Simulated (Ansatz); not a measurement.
# OsCl4: the cost of one run

Computed with Ansatz 0.2.0 (DFT r²SCAN+U (U = 3 eV, J = 0.7 eV on Os d), plane waves, PAW, no spin–orbit coupling unless a run says so, unless a step's input says otherwise).

### 1 The structure to begin with

The structure is orthorhombic, space group Cmmm (No. 65). Conventional cell: a = 7.929 Å, b = 8.326 Å, c = 3.560 Å, α = 90.00°, β = 90.00°, γ = 90.00°. Os (site symmetry mmm) has 6 Cl at 2.26 to 2.38 Å as nearest neighbours. Cl (site symmetry m2m) is surrounded by 2 Os at 2.38 Å. Cl (site symmetry 2mm) is surrounded by 1 Os at 2.26 Å.

Coordinates:

```
Os Cl
1.0
     3.96450   -4.16300    0.00000
     3.96450    4.16300    0.00000
     0.00000    0.00000    3.56000
Os Cl
1 4
Direct
  0.00000 0.00000 0.00000
  0.81060 0.18940 0.50000
  0.18940 0.81060 0.50000
  0.28520 0.28520 0.00000
  0.71480 0.71480 0.00000
```

Magnetic order typed: ferromagnetic.

### 2 From atoms, symmetry kept, no search

File input.yaml:

```yaml
crystal:
  lattice:
    - [3.9645, -4.163, 0.0]
    - [3.9645, 4.163, 0.0]
    - [0.0, 0.0, 3.56]
  atoms:
    - { symbol: Os, position: [0.0, 0.0, 0.0], spin: 4.0 }
    - { symbol: Cl, position: [0.8106, 0.1894, 0.5] }
    - { symbol: Cl, position: [0.1894, 0.8106, 0.5] }
    - { symbol: Cl, position: [0.2852, 0.2852, 0.0] }
    - { symbol: Cl, position: [0.7148, 0.7148, 0.0] }
basis:
  ecutwfc: 500
  ecutrho_ratio: 4
kpoints:
  mp_grid: { grid: [4, 4, 5] }
hamiltonian:
  xc: r2scan
  hubbard: { sites: [{ site: 0, l: d, u: 3.0, j: 0.7 }] }
scf:
  occupations: { method: gaussian, width: 0.05 }
  lower_state_search: "off"
  max_iter: 150
output:
  forces: true
  stress: true
  eigenvalues: true
  populations: true
  hubbard: { sites: [{ site: 0, l: d }] }
magnetization:
  spin_polarized: true
```

On the command line:

```console
$ ansatz run input.yaml --threads 4 --pin off --max-ram 6144MiB --backend cpu --events-out ev --progress --plain --runs-dir out
```

**Question.** How long does this run take on 4 threads of Arm Neoverse V1, shared host, and how much memory does it need?

About 12 s, with a peak of 0.8 GiB.
